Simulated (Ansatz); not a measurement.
Working through a relaxed scan of one distance of GeH5Si, SMILES [SiH3][GeH2]

Program: the Ansatz DFT code, driven from Python.

The cells in order, each with its output:

In [1]:
```python
import warnings

import ansatz as az
import numpy as np
```

In [2]:
```python
warnings.simplefilter('ignore', az.DeckWarning)

geometry_ang = [
    ('Si', (-0.5457, -0.4715, -0.6126)),
    ('Ge', (1.0653, 0.7564, 0.461)),
    ('H', (-1.5154, -1.0439, 0.3567)),
    ('H', (0.0895, -1.4635, -1.4606)),
    ('H', (-1.3691, 0.48, -1.4928)),
    ('H', (0.4243, 1.8775, 1.3391)),
    ('H', (1.9123, -0.203, 1.3634)),
]
mol = az.Crystal.molecule()
for symbol, xyz in geometry_ang:
    mol = mol.atom(symbol, xyz)

calc = mol.calculation().basis(gaussian='def2-SVP').functional('b3lyp').spin('collinear', total=1)
symbols = [site.symbol for site in mol.cartesian_sites]
pairs = [(0, 1), (0, 2), (0, 3), (0, 4), (1, 5), (1, 6)]
print('held (A)   E (eV)        ', '  '.join(f'{symbols[i]}{i}-{symbols[j]}{j}' for i, j in pairs))
for length in [1.34, 1.45, 1.57, 1.74, 1.96]:
    data = calc.relax(constraints=[az.DistanceConstraint((0, 3), at=length)], force_tolerance=0.02, max_steps=60).run(threads=1).report
    xyz = np.array(data['positions_ang'])
    print(f'{length:6.2f} {data["free_energy_ev"]:14.5f}  ', '  '.join(f'{np.linalg.norm(xyz[i] - xyz[j]):.3f}' for i, j in pairs))
```
```text
held (A)   E (eV)         Si0-Ge1  Si0-H2  Si0-H3  Si0-H4  Ge1-H5  Ge1-H6
  1.34   -64468.08162   2.399  1.497  1.340  1.493  1.551  1.551
  1.45   -64468.32063   2.399  1.496  1.450  1.492  1.552  1.552
  1.57   -64468.28854   2.396  1.496  1.570  1.491  1.552  1.551
  1.74   -64467.95234   2.393  1.494  1.740  1.490  1.552  1.550
  1.96   -64467.30020   2.389  1.493  1.960  1.489  1.552  1.549
```

Notes:
- Total energies depend on the basis set; only differences at equal settings carry meaning.
- The energies are electronic: no zero-point or thermal terms, and the basis set is short of its limit.
- The run takes the species as open-shell (spin multiplicity 2), which needn't be its ground state.
- b3lyp holds the VWN-RPA fit, as in Gaussian; the form of ORCA and Turbomole is b3lyp5.
- The script silences the warnings on its input, which a real study should read.
- Timing: 100 s on 1 thread of Arm Neoverse V1, with other jobs on the host, peak memory 0.29 GiB.
